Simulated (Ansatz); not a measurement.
# Al3N: the cost of one run

Method: DFT PBE, scalar-relativistic, plane waves, PAW, in Ansatz 0.2.0.

5 further runs of the same task are left out: 5 set aside as unsound or not needed. Runs told in other sessions of the task aren't counted.

### 1 The system as given

It takes space group Fm-3m (No. 225, cubic). Conventional cell: a = 4.040 Å, b = 4.040 Å, c = 4.040 Å, α = 90.00°, β = 90.00°, γ = 90.00°. Al (site symmetry m-3m) is surrounded by 12 Al at 2.86 Å.

Structure file:

```
Al
1.0
     0.00000    2.02003    2.02003
     2.02003    0.00000    2.02003
     2.02003    2.02003    0.00000
Al
1
Direct
  0.00000 0.00000 0.00000
```

It is the result of an earlier relaxation at this level (volume 16.49 Å³/atom; gap on the mesh: none (metal)).

### 2 Setting up the map

Atoms count from 1 in the order of the input.

N is moved along a line over the surface and along the normal, above a rigid substrate.

The axes are (1) position of N4 along the first surface vector, from above Al3: 6 values from 0.00 to 2.38 Å, periodic; (2) height of N4 above the plane of Al3: 7 values from 0.85 to 3.67 Å.

Nothing else is relaxed. Points are written as (first, second).

### 3 The run at (1.43 Å, 0.85 Å)

A dipole layer in the vacuum cancels the field that periodic copies would set up if the slab's two faces differ.

Contents of input.yaml:

```yaml
crystal:
  lattice:
    - [2.8567582919, 0.0, 0.0]
    - [-1.428379146, 2.4740252533, 0.0]
    - [0.0, 0.0, 21.6013781961]
  atoms:
    - { symbol: Al, position: [0.6666666667, 0.3333333333, 0.1851733701] }
    - { symbol: Al, position: [0.3333333333, 0.6666666667, 0.2916813827] }
    - { symbol: Al, position: [0.0, 0.0, 0.3981865471] }
    - { symbol: "N", position: [0.5, 0.0, 0.4375358882], spin: 3.0 }
basis:
  ecutwfc: 420
kpoints:
  mp_grid: { grid: [9, 9, 1] }
hamiltonian:
  xc: pbe
  pseudopotentials: { kind: paw, azcp: { folder: soft_1 } }
scf:
  occupations: { method: gaussian, width: 0.1 }
output:
  forces: true
  eigenvalues: true
  populations: true
magnetization:
  spin_polarized: true
efield:
  axis: 3
  dipole_correction: true
  ramp_width: 0.04
```

The run is started by

```sh
$ ansatz run input.yaml --threads 1 --pin off --max-ram 3072MiB --backend cpu --events-out ev --progress --plain --runs-dir out
```

**Question.** How long does this run take on 1 thread of Intel Xeon Platinum 8259CL at 2.50GHz (Skylake/Cascade Lake), shared host, and how much memory does it need?

About 25 s, with a peak of 0.43 GiB.
